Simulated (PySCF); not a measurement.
# C3H6O2Si: the cost of one run

Computed with PySCF 2.14.0, with density-fitted response routines of our own, on a single molecule in the gas phase. Atoms are numbered from 0 throughout.

### 1 The starting structure

12 atoms, charge 0, multiplicity 1; geometry from: GFN2-xTB. The atoms were then displaced at random by about 0.01 Å, so the start is not that level's minimum.

Bonds of the start (Å): O0–C1 1.18, C1–C2 1.44, C2–C3 1.38, C3–O4 1.29, O4–Si5 1.65, C1–H6 1.10, C2–H7 1.08, C3–H8 1.09, Si5–H9 1.47, Si5–H10 1.46, Si5–H11 1.46.

### 2 Geometry optimisation at PBE0-D3(BJ)/def2-SVP

What the job is given:

```
{"job": {"xc": "PBE0", "basis": "def2-SVP", "d3": "d3bj", "grid": 1, "shake": 0.01, "kind": "geom"}, "charge": 0, "multiplicity": 1}
O     -2.906430     0.384630    -0.837360
C     -2.517860    -0.669680    -0.479500
C     -1.177650    -0.946540    -0.045720
C     -0.208440     0.038760    -0.007730
O      0.996940    -0.140180     0.400600
Si     2.355210     0.789240     0.358380
H     -3.170290    -1.550010    -0.455630
H     -0.892370    -1.943570     0.259700
H     -0.530260     1.041150    -0.301140
H      3.024110     0.316050     1.575420
H      2.010990     2.203110     0.398600
H      3.055740     0.448750    -0.874640
```

Run with:

```bash
> OMP_NUM_THREADS=1 python probes_run.py task.json out
```

One launch serves the whole session: the jobs run in the order shown.

**Question.** How long does this first job take on 1 thread of Arm Neoverse N1, shared host, and how much memory does it need?

About 74 s, with a peak of 0.5 GiB.
